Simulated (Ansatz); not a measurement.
**AlCl2H3OSi: geometry optimisation from a Python script**

A script is to give a geometry optimisation; the system is AlCl2H3OSi.

All numbers are computed with the Python package of Ansatz 0.2.0. Level of theory: CAM-B3LYP/def2-SVP.

### 1 The system

Bond lengths: Si1–O2 1.711 Å, O2–Al3 1.863 Å, Al3–Cl4 2.131 Å, Al3–Cl5 2.204 Å, Si1–H6 1.524 Å, Si1–H7 1.424 Å, Si1–H8 1.462 Å. Angles: Si1–O2–Al3 107.4°, O2–Si1–H6 108.5°, O2–Si1–H7 111.7°, O2–Si1–H8 108.4°, H6–Si1–H7 109.6°, H6–Si1–H8 107.0°, H7–Si1–H8 111.4°, O2–Al3–Cl4 119.9°, O2–Al3–Cl5 118.9°, Cl4–Al3–Cl5 121.3°.

No structure file is read: the coordinates are typed or built in the script.

### 2 The code

Input file opt_alcl2h3osi.py:

```python
# -*- coding: utf-8 -*-
import ansatz as az
import numpy as np

config = {
    "basis_set": "def2-SVP",
    "xc": "cam_b3lyp",
}


def main():
    mol = (
        az.Crystal.molecule()
        .atom("Si", (0.2025, -0.8361, 1.0364))
        .atom("O", (1.0942, -0.4002, -0.3576))
        .atom("Al", (0.0629, 0.8155, -1.3213))
        .atom("Cl", (-1.2851, 0.1134, -2.8154))
        .atom("Cl", (0.2773, 2.9671, -0.8939))
        .atom("H", (-0.0922, 0.4273, 1.8363))
        .atom("H", (0.9169, -1.7613, 1.8496))
        .atom("H", (-1.0844, -1.3828, 0.61))
    )

    calculation = mol.calculation().basis(gaussian=config["basis_set"]).functional(config["xc"])
    symbols = [site.symbol for site in mol.cartesian_sites]
    start = np.array([site.position_ang for site in mol.cartesian_sites], dtype=float)
    def progress(event):
        if event["event"] == "relax_step":
            row = event["data"]
            print(f"step {row['step']:3d}  E = {row['lagrangian_ev']:.6f} eV  largest force component {row['allowed_force_max_ev_ang']:.4f} eV/A")


    rep = calculation.relax(force_tolerance=0.01).session().plan().execute(on_event=progress).report
    end = np.array(rep["positions_ang"])

    for key in ("converged", "free_energy_ev", "reference_energy_ev", "n_frozen", "n_occupied", "n_virtual"):
        print(f"{key:22s} {rep[key]}")

    print("final positions (A) and the move of each atom")
    for symbol, xyz, old in zip(symbols, end, start):
        print(f"{symbol:2s} {xyz[0]:10.5f} {xyz[1]:10.5f} {xyz[2]:10.5f}   {np.linalg.norm(xyz - old):7.4f}")


if __name__ == "__main__":
    main()
```

### 3 The input behind the calls

The package turns the script's settings into the engine's input:

```yaml
crystal:
  periodic: [false, false, false]
  atoms:
    - { symbol: Si, position_ang: [0.2025, -0.8361, 1.0364] }
    - { symbol: O, position_ang: [1.0942, -0.4002, -0.3576] }
    - { symbol: Al, position_ang: [0.0629, 0.8155, -1.3213] }
    - { symbol: Cl, position_ang: [-1.2851, 0.1134, -2.8154] }
    - { symbol: Cl, position_ang: [0.2773, 2.9671, -0.8939] }
    - { symbol: H, position_ang: [-0.0922, 0.4273, 1.8363] }
    - { symbol: H, position_ang: [0.9169, -1.7613, 1.8496] }
    - { symbol: H, position_ang: [-1.0844, -1.3828, 0.61] }
basis:
  gaussian:
    orbitals: def2-SVP
hamiltonian:
  xc: cam_b3lyp
relax:
  f_tol: 0.01
```

### 4 Launch

Started as:

```sh
$ python opt_alcl2h3osi.py
```

Q: Predict the main results. Wanted: total energy; dipole moment; moves of the relaxation; energy gained; last largest force component.

The runs gave:

| quantity | value |
| --- | --- |
| total energy | -41608.3873 eV |
| dipole moment | 1.12 D |
| moves of the relaxation | 10 |
| energy gained | 0.980 eV |
| last largest force component | 0.0050 eV/Å |

**Reading.** The relaxation took 10 moves; the largest shift is 1.202 Å, of atom 2 (O). So large a move can change the bonding: the results belong to the relaxed structure. The end point is the stationary point reached from this start; no frequency run checks that it is a minimum, and the basis set is modest.
